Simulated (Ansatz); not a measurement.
# WOF4: basis-set convergence

Aim: see how fast density functionals converge with the basis set for WOF4.

Program: Ansatz 0.2.0, Gaussian basis. Level of theory: one geometry, several basis sets. These are calculated values, not measurements.

Levels to be run: PBE0-D4/def2-SVP; ωB97M-V/def2-SVP; PBE0-D4/def2-QZVPP; ωB97M-V/def2-QZVPP; the functionals' def2-TZVPP values are taken from earlier runs.

1 further run of the same task is left out (for a known fault of the program).

## Step 1: The relaxed structure

The geometry comes from an earlier relaxation with PBE0-D4 in a triple-zeta def2 set; it is a stationary point. W takes the def2 core potential; no spin-orbit term is included.

SMILES `[O]=[W]([F])([F])([F])[F]`, 6 atoms, charge 0, spin multiplicity 1.

Atoms are counted from 1 here; the program's logs count them from 0.

Bond lengths: O1–W2 1.670 Å, W2–F3 1.848 Å, W2–F4 1.848 Å, W2–F5 1.848 Å, W2–F6 1.848 Å. Angles: O1–W2–F3 105.2°, O1–W2–F4 105.0°, O1–W2–F5 105.2°, O1–W2–F6 105.0°, F3–W2–F4 86.1°, F3–W2–F5 149.6°, F3–W2–F6 86.1°, F4–W2–F5 86.1°, F4–W2–F6 150.0°, F5–W2–F6 86.1°.

## Step 2: PBE0-D4 in def2-SVP

in.yaml

```yaml
crystal:
  periodic: [false, false, false]
  atoms:
    - {symbol: O, position_ang: [-1.647035, -0.363582, -0.280605]}
    - {symbol: W, position_ang: [-0.034216, -0.019478, -0.014500]}
    - {symbol: F, position_ang: [-0.012156, 1.089313, 1.463324]}
    - {symbol: F, position_ang: [0.299515, 1.503985, -1.005544]}
    - {symbol: F, position_ang: [0.880422, -0.928404, -1.337763]}
    - {symbol: F, position_ang: [0.555368, -1.345935, 1.128887]}
basis:
  gaussian: {orbitals: def2-SVP}
hamiltonian: {xc: pbe0, dispersion: d4}
output: {orbitals: {seedname: orbitals}}
```

The run is started by

```sh
$ ansatz run in.yaml --threads 2 --pin off --events-out ev --progress --plain --max-ram 32768MiB --backend cpu
```

After this run come: ωB97M-V in def2-SVP; PBE0-D4 in def2-QZVPP; ωB97M-V in def2-QZVPP.

**Question.** What will the summary of the whole plan be? Wanted: PBE0-D4: double and triple zeta above quadruple; ωB97M-V: double and triple zeta above quadruple.

As calculated:

| quantity | value |
| --- | --- |
| PBE0-D4: double and triple zeta above quadruple | 17.48, 0.70 eV |
| ωB97M-V: double and triple zeta above quadruple | 17.79, 0.66 eV |

For PBE0-D4 the step from double to triple zeta gains 16.78 eV and the next only 0.70 eV. Total energies overstate the basis error of differences, where much of it tends to cancel.
